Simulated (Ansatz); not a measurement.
Runs of Ansatz 0.2.0 on NiMoIrPdW. It takes space group P3m1 (No. 156, trigonal). Conventional cell: a = 2.761 Å, b = 2.761 Å, c = 11.341 Å, α = 90.00°, β = 90.00°, γ = 120.00°. Around Ni (site symmetry 3m) lie 3 W at 2.59 Å and 3 Pd at 2.68 Å and 6 Ni at 2.76 Å. Mo (site symmetry 3m) is surrounded by 3 Ir at 2.66 Å and 1 W at 2.66 Å and 6 Mo at 2.76 Å. Pd (site symmetry 3m) has 3 Ni at 2.68 Å and 6 Pd at 2.76 Å and 3 Ir at 2.84 Å as nearest neighbours. Ir (site symmetry 3m) has 3 Mo at 2.66 Å and 6 Ir at 2.76 Å and 3 Pd at 2.84 Å as nearest neighbours. W (site symmetry 3m) has 3 Ni at 2.59 Å and 1 Mo at 2.66 Å and 6 W at 2.76 Å as nearest neighbours. The cell was built by a generator and needn't be a form met in nature.

| task | level | potentials or basis | U | cutoff (eV) | points for each segment of the path | hubbard projectors | double counting | gap on the mesh (eV) | pressure (GPa) | moment (μB) | largest force (eV/Å) |
| --- | --- | --- | --- | --- | --- | --- | --- | --- | --- | --- | --- |
| electron localisation function | PBE | Ansatz PAW | - | 420 | - | - | - | none | -0.2 | 0.00 | 0.28 |
| single point | PBE | PseudoDojo standard (PBE files) | - | 1333 | - | - | - | none | -0.2 | 0.00 | 0.28 |
| band structure | PBE | Ansatz PAW | - | 420 | 14 | - | - | none | -0.2 | 0.00 | 0.28 |
| projected density of states | PBE+U | Ansatz PAW | Ir d U = 4 eV, Mo d U = 4 eV, Ni d U = 4 eV, Pd d U = 4 eV, W d U = 4 eV | 420 | - | ortho-atomic (the default) | fll (the default) | none | 6.6 | 1.14 | (a) |
| projected density of states | PBE | Ansatz PAW | - | 420 | - | - | - | none | -0.2 | 0.00 | 0.28 |

Alike in all rows: spin collinear, ferromagnetic start; cell as given; k mesh 11 × 11 × 3; smearing fermi-dirac 0.05 eV.

Question: Estimate the missing entries.

Answer: (a) 1.02.

Caveats: the starting moments weren't kept (some runs); spin-orbit coupling is left out, which moves the levels of the heavy elements (some runs); the magnetic or orbital state may not be the lowest (some runs); the U is typed as a test and isn't derived for this compound (some runs); forces of over 1 eV/Å show positions far from the minimum, so gaps and moduli don't describe the material at rest (some runs).

A k mesh can miss the band edges, and the runs leave out spin-orbit coupling on Ir, Mo, Pd, W.

A gap of «none» marks a metal or a gap under the smearing width.
